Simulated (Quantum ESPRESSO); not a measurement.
A run of Quantum ESPRESSO 7.5 is set up as follows.

Contents of pw.in:

```
&CONTROL
  calculation = 'scf'
  prefix = 'pwscf'
  outdir = './tmp'
  pseudo_dir = './pseudo'
  tprnfor = .true.
  tstress = .true.
  disk_io = 'nowf'
/
&SYSTEM
  ibrav = 0
  nat = 6
  ntyp = 2
  ecutwfc = 74
  nbnd = 39
  input_dft = 'pz'
  occupations = 'smearing'
  smearing = 'gaussian'
  degauss = 0.00367493
  nspin = 2
  starting_magnetization(1) = 0.1429
  starting_magnetization(2) = 0
/
&ELECTRONS
  conv_thr = 2.4d-07
  electron_maxstep = 100
  mixing_beta = 0.7
  mixing_ndim = 20
/
ATOMIC_SPECIES
W    183.8400 W.upf
S     32.0600 S.upf
CELL_PARAMETERS angstrom
   3.1799994900    0.0000000000    0.0000000000
  -1.5899997400    2.7539603400    0.0000000000
   0.0000000000    0.0000000000   12.4999993200
ATOMIC_POSITIONS crystal
W      0.3333333333    0.6666666667    0.2500000000
W      0.6666666667    0.3333333333    0.7500000000
S      0.3333333333    0.6666666667    0.6200000000
S      0.6666666667    0.3333333333    0.1200000000
S      0.3333333333    0.6666666667    0.8800000000
S      0.6666666667    0.3333333333    0.3800000000
K_POINTS automatic
7 7 2 0 0 0
HUBBARD {ortho-atomic}
U W-5d 3.0
```

Potentials or basis: PseudoDojo 0.4.1 SR PBE standard.

The run is started by

```sh
$ OMP_NUM_THREADS=1 mpirun -n 2 pw.x -nk 2 -in pw.in > pw.out
```

Estimate the largest force.

1.314 eV/Å.

What does it give for the net moment?

0.00 μB per cell.

Predict the band gap on the k mesh.

1.10 eV, indirect (least direct gap 2.18 eV).

Estimate the absolute moment.

0.00 μB per cell.

Stress tensor (GPa, compression positive):
```
 -8.37   0.00   0.00
  0.00  -8.37   0.00
  0.00   0.00 -13.33
```

Caveat: the potentials were made for another functional, which shifts forces and pressure; spin-orbit coupling is left out, which moves the levels of the heavy elements; an odd mesh through Γ misses points on the zone boundary, where band edges often lie. The state reached can hang on the start; a lower one may exist.
